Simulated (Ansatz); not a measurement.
**B₂O₂: how energies converge with the basis set**

How large a basis does B₂O₂ need? Two functionals and correlated methods are run in growing sets.

Program: Ansatz 0.2.0, Gaussian basis. Level of theory: one geometry, several basis sets. These are calculated values, not measurements.

The runs, in order: PBE0-D4/def2-SVP; ωB97M-V/def2-SVP; PBE0-D4/def2-QZVPP; ωB97M-V/def2-QZVPP; CCSD(T)/cc-pV(D+d)Z; CCSD(T)/cc-pV(T+d)Z; CCSD(T)/cc-pV(Q+d)Z; the functionals' def2-TZVPP values are taken from earlier runs.

## Step 1: The relaxed structure

An earlier PBE0-D4 in a triple-zeta def2 set relaxation fixed the geometry.

SMILES `O=BB=O`, 4 atoms, charge 0, spin multiplicity 1.

Atoms are counted from 1 here; the program's logs count them from 0.

Bond lengths: O1–B2 1.197 Å, B2–B3 1.640 Å, B3–O4 1.197 Å. Angles: O1–B2–B3 180.0°, B2–B3–O4 180.0°.

## Step 2: PBE0-D4 in def2-SVP

The input, in.yaml:

```yaml
crystal:
  periodic: [false, false, false]
  atoms:
    - {symbol: O, position_ang: [-0.743108, 0.459782, 1.817605]}
    - {symbol: B, position_ang: [-0.302266, 0.187031, 0.739110]}
    - {symbol: B, position_ang: [0.302169, -0.186931, -0.739172]}
    - {symbol: O, position_ang: [0.743195, -0.459883, -1.817542]}
basis:
  gaussian: {orbitals: def2-SVP}
hamiltonian: {xc: pbe0, dispersion: d4}
output: {orbitals: {seedname: orbitals}}
```

The run is started by

```sh
> ansatz run in.yaml --threads 4 --pin off --events-out ev --progress --plain --max-ram 10444MiB
```

After this run come: ωB97M-V in def2-SVP; PBE0-D4 in def2-QZVPP; ωB97M-V in def2-QZVPP; CCSD(T) in cc-pV(D+d)Z; CCSD(T) in cc-pV(T+d)Z; CCSD(T) in cc-pV(Q+d)Z.

Q: Predict the results of all the runs planned. Wanted: MP2 correlation recovered, cc-pV(D+d)Z; MP2 correlation recovered, cc-pV(T+d)Z; MP2 correlation recovered, cc-pV(Q+d)Z; CCSD(T) limit from def2 sets; PBE0-D4: double and triple zeta above quadruple; ωB97M-V: double and triple zeta above quadruple.

The runs gave:

| quantity | value |
| --- | --- |
| MP2 correlation recovered, cc-pV(D+d)Z | 72.1 % |
| MP2 correlation recovered, cc-pV(T+d)Z | 88.8 % |
| MP2 correlation recovered, cc-pV(Q+d)Z | 95.3 % |
| CCSD(T) limit from def2 sets (earlier runs) less the limit of this series | 33 meV |
| PBE0-D4: double and triple zeta above quadruple | 6.52, 0.31 eV |
| ωB97M-V: double and triple zeta above quadruple | 6.61, 0.29 eV |

In words: For PBE0-D4 the step from double to triple zeta gains 6.21 eV and the next only 0.31 eV. In cc-pV(D+d)Z MP2 holds 72 % of its limit, in cc-pV(Q+d)Z 95 %, while Hartree-Fock is within 0.119 eV in the largest set. A limit from the def2 sets, made apart, differs by 33 meV, a least measure of the doubt on such a limit. These are total energies; as a rule much of such shifts cancels in differences, which this series doesn't test.
